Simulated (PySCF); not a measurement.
# CH₇NPSi+: electronic excitations

What electronic excitations should CH₇NPSi+ (`C=N[SiH2][PH3+]`) show?

Computed with PySCF 2.14.0, with density-fitted response routines of our own, on a single molecule in the gas phase. Atoms are numbered from 0 throughout.

## (1) The starting structure

11 atoms, charge 1, multiplicity 1; geometry from: GFN2-xTB.

Bonds of the start (Å): C0–N1 1.26, N1–Si2 1.70, Si2–P3 2.38, C0–H4 1.09, C0–H5 1.09, Si2–H6 1.46, Si2–H7 1.46, P3–H8 1.38, P3–H9 1.38, P3–H10 1.38.

## (2) Ultraviolet spectrum: CAM-B3LYP/def2-SVPD

What the job is given:

```
{"job": {"kind": "uv", "xc": "CAM-B3LYP", "basis": "def2-SVPD", "nstates": 8, "ntriplets": 3}, "charge": 1, "multiplicity": 1}
C     -2.226759     0.867172     0.077562
N     -1.063892     0.423482    -0.085738
Si    -0.123545    -0.965497     0.192384
P      1.848211    -0.007129    -0.736364
H     -3.044261     0.315320     0.539389
H     -2.449458     1.875378    -0.261350
H      0.286948    -1.223878     1.564901
H     -0.354573    -2.095387    -0.695689
H      3.011325    -0.745342    -0.781870
H      2.330400     1.146297    -0.157718
H      1.791028     0.412254    -2.047236
```

Level: TDDFT CAM-B3LYP/def2-SVPD, vertical, gas phase, core orbitals frozen in the response.

Launch:

```console
> OMP_NUM_THREADS=1 python probes_run.py task.json out
```

One launch serves the whole session: the jobs run in the order shown.

Predict these results of the whole session: lowest singlet (CAM-B3LYP/def2-SVPD); brightest single state of those computed; lowest triplet.

As calculated:

```
                                quantity                        value
    lowest singlet (CAM-B3LYP/def2-SVPD)  3.90 eV (318 nm), f = 0.000
brightest single state of those computed  state 8, 7.86 eV, f = 0.171
                          lowest triplet                      3.39 eV
```

What this shows: The first singlet state (HOMO→LUMO 0.94) lies at 3.90 eV and is dark; of the 8 states computed, the strongest absorption comes from state 8 at 7.86 eV (the last computed, so partners may be missing). The lowest triplet lies 0.51 eV below the lowest singlet (triplets in Tamm-Dancoff, singlets in full TDDFT).
